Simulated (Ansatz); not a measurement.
# CoSi6Ru5: the cost of one run

Method: DFT PBE, scalar-relativistic, plane waves, PAW, unless a step names another level, in Ansatz 0.2.0.

## (1) The system as given

The structure is tetragonal, space group P4/mmm (No. 123). The conventional cell has a = 4.136 Å, b = 4.136 Å, c = 8.725 Å, α = 90.00°, β = 90.00°, γ = 90.00°. Around Co (site symmetry 4/mmm) lie 8 Si at 2.51 Å and 6 Ru at 2.88 to 2.92 Å. Around Si (site symmetry 2mm) lie 2 Co at 2.51 Å and 6 Ru at 2.51 to 2.54 Å. Around Si (site symmetry mmm) lie 8 Ru at 2.54 Å. Ru (site symmetry 4mm) is surrounded by 8 Si at 2.54 Å and 6 Ru at 2.89 to 2.94 Å. Around Ru (site symmetry 4mm) lie 8 Si at 2.53 to 2.54 Å and 1 Co at 2.88 Å. Around Ru (site symmetry 4/mmm) lie 8 Si at 2.51 Å.

As a file:

```cif
data_structure
_symmetry_space_group_name_H-M 'P 1'
_symmetry_Int_Tables_number 1
_cell_length_a 4.1362
_cell_length_b 4.1362
_cell_length_c 8.7250
_cell_angle_alpha 90.000
_cell_angle_beta 90.000
_cell_angle_gamma 90.000
_cell_volume 149.27
loop_
_atom_site_label
_atom_site_type_symbol
_atom_site_fract_x
_atom_site_fract_y
_atom_site_fract_z
_atom_site_occupancy
Co1 Co 0.50000 0.50000 0.00000 1
Si1 Si 0.00000 0.50000 0.83729 1
Si2 Si 0.00000 0.50000 0.16271 1
Si3 Si 0.00000 0.50000 0.50000 1
Si4 Si 0.50000 0.00000 0.83729 1
Si5 Si 0.50000 0.00000 0.16271 1
Si6 Si 0.50000 0.00000 0.50000 1
Ru1 Ru 0.00000 0.00000 0.66864 1
Ru2 Ru 0.00000 0.00000 0.33136 1
Ru3 Ru 0.50000 0.50000 0.66984 1
Ru4 Ru 0.50000 0.50000 0.33016 1
Ru5 Ru 0.00000 0.00000 0.00000 1
```

The cell was relaxed beforehand at this level, from a generated guess; it is a trial structure. At a tolerance of 0.05 Å it has space group P4/mmm (No. 123); it has 12.44 Å³/atom, an uncorrected energy of -0.55 eV/atom over the elements.

## (2) Electronic structure at the relaxed geometry

The input, input.yaml:

```yaml
crystal:
  lattice:
    - [4.1362173095, 0.0, 0.0]
    - [0.0, 4.1362173095, 0.0]
    - [0.0, 0.0, 8.7250292744]
  atoms:
    - { symbol: Co, position: [0.5, 0.5, 0.0], spin: 0.71 }
    - { symbol: Si, position: [0.0, 0.5, 0.8372880165] }
    - { symbol: Si, position: [0.0, 0.5, 0.1627119835] }
    - { symbol: Si, position: [0.0, 0.5, 0.5] }
    - { symbol: Si, position: [0.5, 0.0, 0.8372880165] }
    - { symbol: Si, position: [0.5, 0.0, 0.1627119835] }
    - { symbol: Si, position: [0.5, 0.0, 0.5] }
    - { symbol: Ru, position: [0.0, 0.0, 0.6686418531] }
    - { symbol: Ru, position: [0.0, 0.0, 0.3313581469] }
    - { symbol: Ru, position: [0.5, 0.5, 0.6698375546] }
    - { symbol: Ru, position: [0.5, 0.5, 0.3301624454] }
    - { symbol: Ru, position: [0.0, 0.0, 0.0], spin: 0.21 }
basis:
  ecutwfc: 420
kpoints:
  mp_grid: { grid: [10, 10, 6] }
  band_path:
    path:
      - [[0.0, 0.0, 0.0], [0.0, 0.5, 0.0], [0.5, 0.5, 0.0], [0.0, 0.0, 0.0], [0.0, 0.0, 0.5], [0.0, 0.5, 0.5], [0.5, 0.5, 0.5], [0.0, 0.0, 0.5]]
      - [[0.0, 0.5, 0.0], [0.0, 0.5, 0.5]]
      - [[0.5, 0.5, 0.0], [0.5, 0.5, 0.5]]
    npoints: 10
hamiltonian:
  xc: pbe
scf:
  occupations: { method: gaussian, width: 0.1 }
  n_extra_bands: 30
output:
  forces: true
  stress: true
  eigenvalues: true
  populations: true
  dos: { projected: true, de: 0.02, nscf_kmesh: { grid: [12, 12, 8] } }
  bader: false
magnetization:
  spin_polarized: true
checkpoint:
  read: start.run
  write: ck
  compress: false
  write_wavefunctions: false
  write_every: 100000
```

On the command line:

```console
> ansatz run input.yaml --threads 4 --pin off --max-ram 8192MiB --backend cpu --events-out ev --progress --plain --runs-dir out
```

**Question.** How long does this run take on 4 threads of Intel Xeon at 2.50GHz (Skylake/Cascade Lake), shared host, and how much memory does it need?

About 3 min, with a peak of 1.9 GiB.
